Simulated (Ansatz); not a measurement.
# CH5SSb, SMILES S[CH2][SbH2]: a single point in a Gaussian basis

Computed with Ansatz 0.2.0 through its Python package.

Run as a notebook:

**Cell 1**
```python
from dataclasses import dataclass
from pathlib import Path
import json

import ansatz as az
from ase import Atoms
import numpy as np
```

**Cell 2**
```python
@dataclass
class Options:
    basis_set: str = "def2-SVP"
    functional: str = "b3lyp"
```

**Cell 3**
```python
cfg = Options()
```

**Cell 4**
```python
atoms = Atoms(["S", "C", "Sb", "H", "H", "H", "H", "H"], positions=[
    (-1.8654, 0.222, -0.0459),
    (-0.1149, 0.4716, -0.0834),
    (0.7621, -0.9588, 1.2441),
    (-2.0355, 1.3156, -0.9919),
    (0.1524, 1.494, 0.2293),
    (0.2686, 0.323, -1.1129),
    (2.4148, -0.6623, 0.5738),
    (0.5101, -2.2621, 0.131),
])
system = az.Crystal.molecule_from_ase(atoms)
```

**Cell 5**
```python
base = system.calculation().basis(gaussian=cfg.basis_set).functional(cfg.functional).forces().orbitals()
print(base.to_yaml())
done = base.run(threads=1, runs_dir="ch5ssb_runs")
r = done.report
```
Output:
```text
crystal:
  periodic: [false, false, false]
  atoms:
    - { symbol: S, position_ang: [-1.8654, 0.222, -0.0459] }
    - { symbol: C, position_ang: [-0.1149, 0.4716, -0.0834] }
    - { symbol: Sb, position_ang: [0.7621, -0.9588, 1.2441] }
    - { symbol: H, position_ang: [-2.0355, 1.3156, -0.9919] }
    - { symbol: H, position_ang: [0.1524, 1.494, 0.2293] }
    - { symbol: H, position_ang: [0.2686, 0.323, -1.1129] }
    - { symbol: H, position_ang: [2.4148, -0.6623, 0.5738] }
    - { symbol: H, position_ang: [0.5101, -2.2621, 0.131] }
basis:
  gaussian:
    orbitals: def2-SVP
hamiltonian:
  xc: b3lyp
output:
  orbitals: {}
  forces: true
```

**Cell 6**
```python
{key: value for key, value in r.items() if isinstance(value, (int, float)) and "ev" in key}
```
Output:
```text
{'free_energy_ev': -18488.89187964237, 'reference_energy_ev': -18488.89187964237}
```

**Cell 7**
```python
r["published_state_doubts"]
```
Output:
```text
[]
```

**Cell 8**
```python
type(done).__name__, type(r).__name__
```
Output:
```text
('RunOutcome', 'dict')
```

**Cell 9**
```python
print("reference energy %16.6f eV" % r["reference_energy_ev"])
print("total energy     %16.6f eV" % r["free_energy_ev"])
print("occupied orbitals outside the frozen core (up, down):", r["n_occupied"], " frozen:", r["n_frozen"], " virtual:", r["n_virtual"])
```
Output:
```text
reference energy    -18488.891880 eV
total energy        -18488.891880 eV
occupied orbitals outside the frozen core (up, down): [25, 25]  frozen: 0  virtual: [58, 58]
```

**Cell 10**
```python
field = r["mean_field"]
print("<S^2> =", round(abs(field["state"]["spin_squared"]), 4), " all-electron relativity setting:", field["relativity"])
print("passes:", field["passes"])
if "symmetry" in field:
    print("occupied orbitals by irrep:", field["symmetry"]["occupied"])
```
Output:
```text
<S^2> = 0.0  all-electron relativity setting: none
passes: {'evaluations': 14, 'products': 12}
occupied orbitals by irrep: [{'A': 25}, {'A': 25}]
```

**Cell 11**
```python
symbols = [site.symbol for site in system.cartesian_sites]
forces = np.array(r["forces_ev_ang"])
print("largest force", round(float(np.linalg.norm(forces, axis=1).max()), 4), "eV/A, rms", round(float(np.sqrt((forces ** 2).mean())), 4))
```
Output:
```text
largest force 2.8289 eV/A, rms 0.8553
```

**Cell 12**
```python
charges = r["charge_distribution"]
print("dipole moment", round(4.803205 * float(np.linalg.norm(charges["dipole_moment_e_ang"])), 3), "D")
print("Mulliken:", [(s, round(q, 3)) for s, q in zip(symbols, charges["mulliken_charges_e"])])
```
Output:
```text
dipole moment 1.273 D
Mulliken: [('S', -0.085), ('C', -0.289), ('Sb', 0.324), ('H', 0.059), ('H', 0.075), ('H', 0.085), ('H', -0.093), ('H', -0.077)]
```

**Cell 13**
```python
lines = Path(r["orbitals_path"]).read_text().splitlines()
field_of = lambda key: [line.split("=")[1].strip() for line in lines if line.startswith(key)]
orbitals = [(27.211386 * float(e), s, float(n)) for e, s, n in zip(field_of("Ene="), field_of("Spin="), field_of("Occup="))]
homo = max(e for e, _, n in orbitals if n > 0.5)
lumo = min(e for e, _, n in orbitals if n < 0.5)
for e, spin, n in sorted(orbitals):
    if homo - 6 < e < lumo + 5:
        print(f"{spin:6s} {e:10.3f} eV  occupation {n:.0f}")
with open("ch5ssb.json", "w") as handle:
    json.dump({k: r[k] for k in ("free_energy_ev", "reference_energy_ev", "n_occupied", "n_virtual")}, handle, indent=1)
```
Output:
```text
Alpha     -11.936 eV  occupation 2
Alpha     -11.889 eV  occupation 2
Alpha      -9.648 eV  occupation 2
Alpha      -8.948 eV  occupation 2
Alpha      -8.452 eV  occupation 2
Alpha      -7.082 eV  occupation 2
Alpha      -6.450 eV  occupation 2
Alpha      -0.934 eV  occupation 0
Alpha      -0.272 eV  occupation 0
Alpha       0.602 eV  occupation 0
Alpha       1.288 eV  occupation 0
Alpha       2.260 eV  occupation 0
Alpha       2.745 eV  occupation 0
Alpha       2.968 eV  occupation 0
```

`ch5ssb.json`, as written:
```json
{
 "free_energy_ev": -18488.89187964237,
 "reference_energy_ev": -18488.89187964237,
 "n_occupied": [
  25,
  25
 ],
 "n_virtual": [
  58,
  58
 ]
}
```

Reading the output:
- These settings explore the input space; basis and method may be short of convergence.
- The geometry is a force-field or estimated start, not a minimum of this method, and the basis set is short of its limit.
- def2 sets replace the cores of elements past krypton by effective core potentials.
- Alpha marks a spatial orbital of a restricted run, filled by both spins.
- b3lyp holds the VWN-RPA fit, as in Gaussian; the form of ORCA and Turbomole is b3lyp5.
- Levels such as HOMO and LUMO are orbital energies: with these approximate functionals they aren't the ionisation energy and electron affinity, and their gap isn't the fundamental gap.
- The whole script took 3.4 s on 1 thread of Intel(R) Xeon(R) Platinum 8375C CPU @ 2.90GHz (Ice Lake), on a shared host, peak memory 0.24 GiB.

(Lines on the test bed's own set-up are left out of the output.)
